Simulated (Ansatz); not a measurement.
Consider a test of the smearing width of Sn, space group Immm (the Ansatz DFT code, driven from Python).

Input file `sn.cif`:
```cif
data_Sn
_cell_length_a 3.406075
_cell_length_b 3.406075
_cell_length_c 3.406075
_cell_angle_alpha 119.08490
_cell_angle_beta 117.16259
_cell_angle_gamma 93.28932
_symmetry_space_group_name_H-M 'P 1'
_symmetry_Int_Tables_number 1
loop_
_symmetry_equiv_pos_as_xyz
'x, y, z'
loop_
_atom_site_label
_atom_site_type_symbol
_atom_site_fract_x
_atom_site_fract_y
_atom_site_fract_z
Sn1 Sn    0.000000    0.000000    0.000000
```

The script, `run_smear.py`:
```python
"""How the energy of Sn depends on the smearing."""

import argparse
import logging
import sys
import warnings

import ansatz as az
from ase.io import read
import pandas as pd

logging.basicConfig(stream=sys.stdout, format="%(levelname)s %(message)s")
log = logging.getLogger("calc")
log.setLevel(logging.INFO)

parser = argparse.ArgumentParser(description="How the energy of Sn depends on the smearing.")
parser.add_argument("--functional", default="PBEsol", help="exchange-correlation functional")
parser.add_argument("--kmesh", type=int, nargs=3, required=True, help="k-point sampling")
args = parser.parse_args()

warnings.simplefilter("ignore", az.DeckWarning)

atoms = read("sn.cif")
cell = az.Crystal.from_ase(atoms)

calc = (
    cell.calculation()
    .functional(args.functional)
    .pseudopotentials("paw")
    .kpoints(mesh=args.kmesh)
)

rows = []
for value in [0.3, 0.2, 0.1, 0.05]:
    rep = calc.occupations("fermi_dirac", width=value).run(threads=1, pin="off").report
    rows.append((value, rep["free_energy_ev"] / len(rep["lattice"]["sites"]), rep["n_iterations"], rep["n_kpoints"]))

table = pd.DataFrame(rows, columns=["width (eV)", "F/atom (eV)", "iterations", "k-points"])
print(table.round(5).to_string(index=False))

# the last row is the reference
for row in rows[:-1]:
    shift = 1000 * (row[1] - rows[-1][1])
    log.info(f"{row[0]}: {shift:+.2f} meV/atom" + ("  (within 5 meV)" if abs(shift) < 5 else ""))
```

How much does the free energy per atom change between the narrowest and the widest smearing, and why?

Going from 0.05 to 0.3 eV changes F by -77.3 meV an atom. With this scheme F falls roughly as the square of the width; the report's estimate for zero width (energy_sigma0_ev) moves by only +4.3 meV.

The output:

```console
$ python run_smear.py --kmesh 11 11 11
 width (eV)  F/atom (eV)  iterations  k-points
       0.30  -5949.81165           6       216
       0.20  -5949.76585           6       216
       0.10  -5949.73997           6       216
       0.05  -5949.73432           6       216
INFO 0.3: -77.33 meV/atom
INFO 0.2: -31.53 meV/atom
INFO 0.1: -5.64 meV/atom
```

Caveats:
- The mesh is modest for a metal, so energies can be off by several to tens of meV an atom and pressures by half a GPa or more; differences at equal mesh fare better.
- A Fermi-Dirac width this large means warm electrons, whose thermal share enters the free energy.
- The narrowest width needs the finest mesh, so the last row is no converged reference.
- This isn't the structure that Sn takes at ambient conditions.
- Run time: 14 s on 1 thread of Arm Neoverse V1 (shared host), peak memory 0.48 GiB.
